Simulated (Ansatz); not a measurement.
**FH₃S₂Si: how energies converge with the basis set**

One table from this session's results is given with a row withheld; the runs are named, their logs left out.

Computed with Ansatz 0.2.0, Gaussian basis. Level: one geometry, several basis sets.

The runs, in order: PBE0-D4/def2-SVP; ωB97M-V/def2-SVP; PBE0-D4/def2-QZVPP; ωB97M-V/def2-QZVPP; the functionals' def2-TZVPP values are taken from earlier runs.

**Structure used throughout**

The geometry comes from an earlier relaxation with PBE0-D4 in a triple-zeta def2 set; it is a stationary point, not always the lowest conformer.

SMILES `F[SiH](S)S`, 7 atoms, charge 0, spin multiplicity 1.

Atoms are counted from 1 here; the program's logs count them from 0.

Bond lengths: F1–Si2 1.596 Å, Si2–S3 2.114 Å, Si2–S4 2.115 Å, Si2–H5 1.477 Å, S3–H6 1.344 Å, S4–H7 1.345 Å. Angles: F1–Si2–S3 113.1°, F1–Si2–S4 108.8°, F1–Si2–H5 105.2°, S3–Si2–S4 104.7°, S3–Si2–H5 110.5°, S4–Si2–H5 114.8°, Si2–S3–H6 93.3°, Si2–S4–H7 93.2°.

Set-up of the first run:

Contents of in.yaml:

```yaml
crystal:
  periodic: [false, false, false]
  atoms:
    - {symbol: F, position_ang: [-1.160769, -1.275528, 0.097846]}
    - {symbol: Si, position_ang: [0.009185, -0.203775, -0.075592]}
    - {symbol: S, position_ang: [0.815018, 0.448704, 1.766141]}
    - {symbol: S, position_ang: [-0.792162, 1.543165, -0.959029]}
    - {symbol: H, position_ang: [1.043301, -0.886197, -0.880085]}
    - {symbol: H, position_ang: [1.722807, -0.541964, 1.807551]}
    - {symbol: H, position_ang: [-1.576181, 0.847693, -1.802434]}
basis:
  gaussian: {orbitals: def2-SVP}
hamiltonian: {xc: pbe0, dispersion: d4}
output: {orbitals: {seedname: orbitals}}
```

Launch:

```console
$ ansatz run in.yaml --threads 2 --pin off --events-out ev --progress --plain --max-ram 4352MiB
```

Steps of the session up to this table: PBE0-D4 in def2-SVP; ωB97M-V in def2-SVP; PBE0-D4 in def2-QZVPP; ωB97M-V in def2-QZVPP.

One of the session's tables, all rows but one given; the rest of the session is left out.

| functional | basis | HOMO (eV) | LUMO (eV) |
| --- | --- | --- | --- |
| PBE0-D4 | def2-SVP | -7.80 | 0.29 |
| PBE0-D4 | def2-TZVPP | ? | ? |
| PBE0-D4 | def2-QZVPP | -7.96 | -0.39 |
| ωB97M-V | def2-SVP | -9.95 | 2.28 |
| ωB97M-V | def2-TZVPP | -10.11 | 1.66 |
| ωB97M-V | def2-QZVPP | -10.15 | 1.27 |

**Question.** Estimate the row for PBE0-D4, def2-TZVPP.

**Answer.** HOMO (eV): -7.93; LUMO (eV): -0.22. In the column «HOMO (eV)» it lies between PBE0-D4, def2-QZVPP (-7.96) and PBE0-D4, def2-SVP (-7.80).
